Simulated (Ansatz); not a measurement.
What does this script print? It uses the Python package of Ansatz (0.2.0).

Input file `ba3pbo.xyz`:
```text
5
Lattice="5.459 0.0 0.0 0.0 5.459 0.0 0.0 0.0 5.459" Properties=species:S:1:pos:R:3 pbc="T T T"
Ba    0.00000000    2.72950000    2.72950000
Ba    2.72950000    0.00000000    2.72950000
Ba    2.72950000    2.72950000    0.00000000
Pb    0.00000000    0.00000000    0.00000000
O     2.72950000    2.72950000    2.72950000
```

`bands_ba3pbo.py`:
```python
"""Band structure of Ba3PbO."""

from collections import Counter
import json
import logging
import sys

import ansatz as az
import numpy as np

logging.basicConfig(stream=sys.stdout, format="%(levelname)s %(message)s")
logger = logging.getLogger("ansatz_job")
logger.setLevel(logging.INFO)

system = az.Crystal.from_extxyz("ba3pbo.xyz")

# vertices of the path, as fractions of the reciprocal vectors
path = [
    ("G", (0.0, 0.0, 0.0)),
    ("X", (0.0, 0.5, 0.0)),
    ("M", (0.5, 0.5, 0.0)),
    ("G", (0.0, 0.0, 0.0)),
    ("R", (0.5, 0.5, 0.5)),
    ("X", (0.0, 0.5, 0.0)),
]
base = system.calculation()
base = base.occupations("Fermi-Dirac", width=100 * az.meV).kpoints(length=20)
base = base.functional(az.Functional.PBESOL).band_structure([point for _, point in path], intervals=6)
base = base.scf(extra_bands=10)
result = base.run(events_out="events.ndjson")
data = result.report
with open("events.ndjson") as stream:
    kinds = Counter(json.loads(line)["event"] for line in stream)
print("events:", {kind: kinds[kind] for kind in ("scf_iter", "scf_done", "notice", "finished")})

energy = data["free_energy_ev"]
logger.info("Ba3PbO: {:.6f} eV = {:.6f} Ry = {:.6f} Ha".format(energy, energy / 13.605693, energy / 27.211386))
logger.info("Fermi level {:.4f} eV, {} k-points, {} symmetry operations".format(data["fermi_energy_ev"], data["n_kpoints"], data["n_symmetry_ops"]))

bands = result.band_structure()
fermi = bands.fermi_energy_ev
logger.info(f"zero of the bands: {fermi:.3f} eV, the Fermi level found on the SCF mesh")
for spin, channel in enumerate(bands.channels):
    levels = channel.eigenvalues_ev - fermi
    crossing = [b for b in range(levels.shape[1]) if levels[:, b].min() < 0 < levels[:, b].max()]
    print(f"channel {spin}: bands that cross the Fermi level on this path:", [b + 1 for b in crossing] or "none")
    shown = crossing or sorted(np.argsort(np.abs(levels).min(axis=0))[:2])
    for k, row in zip(bands.kpoints_frac, levels[:, shown]):
        print(f"{k[0]:7.3f} {k[1]:7.3f} {k[2]:7.3f}  ", " ".join(f"{e:8.3f}" for e in row))
```

```console
$ python bands_ba3pbo.py
DeckWarning: basis.ecutwfc = 420 eV, auto-derived from the records' recommended cutoffs: set by Ba (normal level)
events: {'scf_iter': 7, 'scf_done': 1, 'notice': 2, 'finished': 1}
INFO Ba3PbO: -29908.297541 eV = -2198.219344 Ry = -1099.109672 Ha
INFO Fermi level 9.4484 eV, 10 k-points, 48 symmetry operations
INFO zero of the bands: 9.448 eV, the Fermi level found on the SCF mesh
channel 0: bands that cross the Fermi level on this path: [25, 26]
  0.000   0.000   0.000      0.066    0.066
  0.000   0.083   0.000     -0.036   -0.036
  0.000   0.167   0.000     -0.214    0.026
  0.000   0.250   0.000     -0.391    0.221
  0.000   0.333   0.000     -0.535    0.316
  0.000   0.417   0.000     -0.629    0.397
  0.000   0.500   0.000     -0.662    0.430
  0.083   0.500   0.000     -0.705    0.496
  0.167   0.500   0.000     -0.816    0.687
  0.250   0.500   0.000     -0.955    0.985
  0.333   0.500   0.000     -1.080    1.363
  0.417   0.500   0.000     -1.166    1.595
  0.500   0.500   0.000     -1.196    1.670
  0.417   0.417   0.000     -1.136    1.398
  0.333   0.333   0.000     -0.967    0.929
  0.250   0.250   0.000     -0.720    0.493
  0.167   0.167   0.000     -0.433    0.153
  0.083   0.083   0.000     -0.136   -0.049
  0.000   0.000   0.000      0.066    0.066
  0.083   0.083   0.083     -0.411    0.131
  0.167   0.167   0.167     -0.637    0.419
  0.250   0.250   0.250     -0.704    0.858
  0.333   0.333   0.333     -0.593    1.283
  0.417   0.417   0.417     -0.355    1.128
  0.500   0.500   0.500     -0.190    0.889
  0.417   0.500   0.417     -0.225    0.999
  0.333   0.500   0.333     -0.314    1.286
  0.250   0.500   0.250     -0.425    1.331
  0.167   0.500   0.167     -0.537    0.912
  0.083   0.500   0.083     -0.627    0.560
  0.000   0.500   0.000     -0.662    0.430
```
(Warnings from the package without file and line.)

Reading the output:
- Absolute energies stand on the zero of these potentials, so only differences at equal settings mean something. A total without «per atom» is that of the cell as typed.
- The computed bands are complete only to about 3.4 eV above the Fermi level.
- The zero of the levels is a convention of the potentials, so an absolute Fermi energy is no work function.
- Spin-orbit coupling, which matters for elements this heavy, is left out.
- The structure is a deposited one; some such entries were measured under pressure or heat, so a shift against it needn't be the functional's error alone.
- Levels are Kohn-Sham eigenvalues on this mesh, without spin-orbit coupling.
- Wall time of the script: 9.1 s on 1 thread of Intel(R) Xeon(R) Platinum 8375C CPU @ 2.90GHz (Ice Lake), with other jobs on the host, peak memory 0.49 GiB.
